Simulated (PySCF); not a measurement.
# F2O2Re (Re(O)2(F)2): the cost of one run

Program: PySCF 2.14.0. Level of theory: PBE, Re def2-SVP with ECP60, O def2-SVP, F def2-SVP; scalar-relativistic core potentials, no spin–orbit coupling. These are calculated values, not measurements.

3 further runs of the same task are left out: 2 for a known fault of the program, 1 that didn't finish.

**1. The system as given**

5 atoms, charge 0, spin multiplicity 2.

Bond lengths: Re1–O2 1.705 Å, Re1–O3 1.705 Å, Re1–F4 1.886 Å, Re1–F5 1.886 Å. Angles: O2–Re1–O3 112.5°, O2–Re1–F4 114.5°, O2–Re1–F5 113.9°, O3–Re1–F4 113.9°, O3–Re1–F5 114.5°, F4–Re1–F5 85.0°.

Geometry (Å):

```xyz
5
F2O2Re
Re    0.0730    0.0730    0.0000
O     1.4734    0.0127    0.9710
O     0.0127    1.4734   -0.9710
F    -1.5326   -0.2880    0.9215
F    -0.2880   -1.5326   -0.9215
```

Formal oxidation states: Re +6. An earlier session relaxed this geometry at PBE, Re def2-SVP with ECP60, O def2-SVP, F def2-SVP (doublet, point group C2v).

Its energy there is -428.007500 Eh.

**2. Atoms moved at random, σ = 0.06 Å**

File run.py (the lines that set the calculation):

```python
mol = gto.M(atom='''
Re     0.11582     0.18618     0.01034
O      1.49423    -0.09390     0.93904
O      0.00571     1.37327    -0.88749
F     -1.52173    -0.26365     0.88372
F     -0.35542    -1.46329    -0.94561''',
    basis={'Re': 'def2-SVP', 'O': 'def2-SVP', 'F': 'def2-SVP'},
    ecp={'Re': 'def2-SVP'},
    charge=0, spin=1)
mf = dft.UKS(mol, xc='PBE')
mf.grids.atom_grid = (50, 194)
mf = mf.density_fit()  # fitting sets: Re def2-universal-JKFIT, O def2-universal-JKFIT, F def2-universal-JKFIT
mf.conv_tol = 1e-08; mf.max_cycle = 55
mf.kernel(dm0)  # dm0: the density of the relaxed state
```

Launch:

```console
$ OMP_NUM_THREADS=2 python run.py
```

**Question.** How long does this run take on 2 threads of Intel Xeon at 2.60GHz (Ice Lake), shared host?

About 4.2 s.
